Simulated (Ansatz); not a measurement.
# C2H6BClOSi: the cost of one run

Computed with Ansatz 0.2.0. Level: RKS PBE0-D4/def2-SVP.

## 1. Where the work starts

SMILES `C=C(O)B([SiH3])Cl`, 12 atoms, charge 0, spin multiplicity 1.

Atoms are counted from 1 here; the program's logs count them from 0.

Bond lengths: C1–C2 1.361 Å, C1–H7 1.099 Å, C1–H8 1.104 Å, C2–O3 1.369 Å, C2–B4 1.566 Å, O3–H9 0.977 Å, B4–Si5 2.031 Å, B4–Cl6 1.765 Å, Si5–H10 1.508 Å, Si5–H11 1.508 Å, Si5–H12 1.506 Å. Angles: C2–C1–H7 119.7°, C2–C1–H8 122.5°, H7–C1–H8 117.8°, C1–C2–O3 123.9°, C1–C2–B4 123.7°, O3–C2–B4 112.4°, C2–O3–H9 109.4°, C2–B4–Si5 119.6°, C2–B4–Cl6 119.8°, Si5–B4–Cl6 120.6°, B4–Si5–H10 110.4°, B4–Si5–H11 110.3°, B4–Si5–H12 112.3°, H10–Si5–H11 107.4°, H10–Si5–H12 108.2°, H11–Si5–H12 108.1°.

As a file:

```
C    -1.0739    1.5028    1.2457
C    -0.1923    0.7622    0.5204
O     1.1191    1.1079    0.3298
B    -0.5641   -0.5854   -0.1862
Si    0.8574   -1.6037   -1.2188
Cl   -2.2125   -1.2074   -0.0755
H    -2.1123    1.1603    1.3534
H    -0.7898    2.4487    1.7397
H     1.3033    1.9494    0.7915
H     1.4176   -0.7480   -2.3273
H     2.0036   -1.9702   -0.3091
H     0.3209   -2.8718   -1.8297
```

This geometry comes from a loose relaxation at PBE in a small basis, which is not shown.

## 3. The grid

The axes are (1) bond length C1–C2: 9 values from 1.132 to 1.751 Å; (2) dihedral H7–C1–C2–B4: 9 values from −180 to 140 °, periodic.

Nothing else is relaxed (all other coordinates rigid). Energies count from the relaxed molecule at the same level. Points are written as (first, second).

(The set-up runs are not shown.)

## 4. The run at (1.364 Å, −180°)

Contents of input.yaml:

```yaml
crystal:
  periodic: [false, false, false]
  atoms:
    - { symbol: C, position_ang: [-1.06775, 1.493363, 1.234829] }
    - { symbol: C, position_ang: [-0.179124, 0.751479, 0.513408] }
    - { symbol: O, position_ang: [-0.491047, -0.415247, -0.106631] }
    - { symbol: B, position_ang: [1.316083, 1.157402, 0.308917] }
    - { symbol: Si, position_ang: [2.53044, -0.029629, -0.797478] }
    - { symbol: Cl, position_ang: [1.921212, 2.634975, 1.037744] }
    - { symbol: H, position_ang: [-2.098232, 1.151048, 1.337591] }
    - { symbol: H, position_ang: [-0.78985, 2.433628, 1.72478] }
    - { symbol: H, position_ang: [-1.419597, -0.632683, 0.040121] }
    - { symbol: H, position_ang: [2.598837, -1.399645, -0.197118] }
    - { symbol: H, position_ang: [1.991594, -0.161401, -2.188362] }
    - { symbol: H, position_ang: [3.920405, 0.516978, -0.881643] }
basis:
  gaussian: { orbitals: def2-SVP }
hamiltonian:
  xc: pbe0
  dispersion: d4
output:
  forces: true
```

Launch:

```
$ ansatz run input.yaml --threads 1 --pin off --max-ram 2560MiB --backend cpu --events-out ev --progress --plain --runs-dir out
```

What time and memory should one allow on 1 thread of Arm Neoverse V1, shared host?

About 7.4 s, with a peak of 0.26 GiB.
